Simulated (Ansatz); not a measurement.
# CH7GeNO: one species, many methods

An exercise on one series of results from a longer session: the logs are not shown, and one member is left open.

Method: functionals in def2-TZVPP, the program's frozen cores in correlated methods; program: Ansatz 0.2.0, Gaussian basis.

The runs, in order: PBE-D4, r2SCAN-D4, PBE0-D4, B3LYP-D4, ωB97X-V, ωB97M-V, B2PLYP; CCSD(T)/def2-TZVPP; MP2/def2-QZVPP; extrapolation to the limit.

**The relaxed structure**

All runs share one geometry, relaxed beforehand with PBE0-D4 in a triple-zeta def2 set.

SMILES `C[NH][GeH2][OH]`, 11 atoms, charge 0, spin multiplicity 1.

Atoms are counted from 1 here; the program's logs count them from 0.

Bond lengths: C1–N2 1.449 Å, C1–H5 1.098 Å, C1–H6 1.094 Å, C1–H7 1.093 Å, N2–Ge3 1.821 Å, N2–H8 1.009 Å, Ge3–O4 1.790 Å, Ge3–H9 1.539 Å, Ge3–H10 1.531 Å, O4–H11 0.959 Å. Angles: N2–C1–H5 114.2°, N2–C1–H6 110.5°, N2–C1–H7 109.5°, H5–C1–H6 108.1°, H5–C1–H7 107.2°, H6–C1–H7 107.0°, C1–N2–Ge3 121.2°, C1–N2–H8 113.1°, Ge3–N2–H8 115.4°, N2–Ge3–O4 114.3°, N2–Ge3–H9 106.4°, N2–Ge3–H10 108.6°, O4–Ge3–H9 109.7°, O4–Ge3–H10 102.4°, H9–Ge3–H10 115.6°, Ge3–O4–H11 112.9°.

The first run:

The input, in.yaml:

```yaml
crystal:
  periodic: [false, false, false]
  atoms:
    - {symbol: C, position_ang: [-0.490917, 1.413912, -0.555237]}
    - {symbol: N, position_ang: [-0.427598, 0.517616, 0.581351]}
    - {symbol: Ge, position_ang: [0.753127, -0.867864, 0.626289]}
    - {symbol: O, position_ang: [0.581967, -2.025950, -0.727850]}
    - {symbol: H, position_ang: [-1.021543, 1.003226, -1.424020]}
    - {symbol: H, position_ang: [-0.974561, 2.354520, -0.275023]}
    - {symbol: H, position_ang: [0.522803, 1.661244, -0.881689]}
    - {symbol: H, position_ang: [-1.331444, 0.329996, 0.987645]}
    - {symbol: H, position_ang: [0.520394, -1.594347, 1.962976]}
    - {symbol: H, position_ang: [2.163919, -0.315221, 0.409766]}
    - {symbol: H, position_ang: [-0.230746, -2.534029, -0.683607]}
basis:
  gaussian: {orbitals: def2-TZVPP}
hamiltonian: {xc: pbe, dispersion: d4}
output: {forces: true, orbitals: {seedname: orbitals}}
```

On the command line:

```bash
ansatz run in.yaml --threads 4 --pin off --events-out ev --progress --plain --max-ram 10444MiB
```

Among the steps run: PBE-D4 (GGA); r2SCAN-D4 (meta-GGA); PBE0-D4 (hybrid); B3LYP-D4 (hybrid); ωB97X-V (range-separated); ωB97M-V (range-separated); B2PLYP (double hybrid); CCSD(T) in def2-TZVPP; MP2 in def2-QZVPP.

One table of the session follows, with a row left open; its other results are not shown here.

| method | atomisation energy (eV) |
| --- | --- |
| PBE-D4 | 39.141 |
| r2SCAN-D4 | 38.555 |
| PBE0-D4 | ? |
| B3LYP-D4 | 38.613 |
| ωB97X-V | 38.845 |
| ωB97M-V | 38.658 |
| B2PLYP | 38.253 |
| HF/def2-TZVPP | 26.997 |
| MP2/def2-TZVPP | 38.176 |
| CCSD/def2-TZVPP | 37.274 |
| CCSD(T)/def2-TZVPP | 37.827 |
| MP2/CBS | 39.178 |
| CCSD(T)/CBS | 38.829 |

Q: Estimate the row for PBE0-D4 from the others.

**Answer.** atomisation energy (eV): 38.404. In the column «atomisation energy (eV)» it lies between B2PLYP (38.253) and r2SCAN-D4 (38.555).
